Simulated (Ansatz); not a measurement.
# PdOSe: the cell at several levels of theory

One table from this session's results is given with a row withheld; the runs are named, their logs left out.

Code: Ansatz 0.2.0. PAW datasets, plane waves, zero pressure. (Calculated; spin-unpolarised; the phase may be known or hypothetical.)

**The structure to begin with**

The sheet's in-plane cell has a = 3.416 Å, b = 3.416 Å (γ = 120.0°), and its outermost atoms lie 2.78 Å apart along the normal. Near Pd stand 3 Se at 2.41 Å and 3 O at 2.41 Å; near O stand 3 Pd at 2.41 Å; near Se stand 3 Pd at 2.41 Å.

Coordinates:

```
CELL_PARAMETERS angstrom
3.41629 0.00000 0.00000
-1.70815 2.95860 0.00000
0.00000 0.00000 18.00000
ATOMIC_POSITIONS crystal
Pd 0.00000 0.00000 0.50000
O 0.33333 0.66667 0.57712
Se 0.66667 0.33333 0.42288
```
The sheet repeats along a and b alone.

Set-up of the first run:

input.yaml reads:

```yaml
crystal:
  lattice:
    - [3.41629493, 0.0, 0.0]
    - [-1.708147465, 2.9585981962, 0.0]
    - [0.0, 0.0, 18.0]
  atoms:
    - { symbol: Pd, position: [0.0, 0.0, 0.5] }
    - { symbol: O, position: [0.3333333333, 0.6666666667, 0.5771205859] }
    - { symbol: Se, position: [0.6666666667, 0.3333333333, 0.4228794141] }
  periodic: [true, true, false]
kpoints:
  mp_grid: { grid: [12, 12, 1] }
hamiltonian:
  xc: pbe
scf:
  occupations: { method: fermi_dirac, width: 0.02 }
relax:
  f_tol: 0.005
  cell: {}
```

On the command line:

```
$ ansatz run input.yaml --threads 4 --pin off --max-ram 5529MiB --backend cpu --events-out ev --progress --plain --runs-dir out
```

Among the steps run: Relaxing with PBE; Relaxing with r2SCAN; Relaxation with PBEsol; Relaxing with LDA; HSE06: cell and atoms.

One of the session's tables, all rows but one given; the rest of the session is left out.

| level | a (Å) | area (Å²/atom) |
| --- | --- | --- |
| PBE | 3.423 | 3.382 |
| r2SCAN | 3.379 | 3.296 |
| PBEsol | 3.366 | 3.270 |
| LDA | ? | ? |
| HSE06 | 3.356 | 3.252 |

Q: Estimate the row for LDA from the others.

**Answer.** a (Å): 3.334; area (Å²/atom): 3.209. In the column «a (Å)» it is the lowest.

The first relaxation changed the area by +0.4 % from the start. The area runs from LDA (least) to PBE (most), a spread of 5.4 %, or 2.7 % in length if all axes shared it alike. The meshes differ: PBE 12×12×1, r2SCAN 12×12×1, PBEsol 12×12×1, LDA 12×12×1, HSE06 6×6×1.

Limits of these values: Warnings in the runs' records: slab cell height set, xc potential rough in thin density.
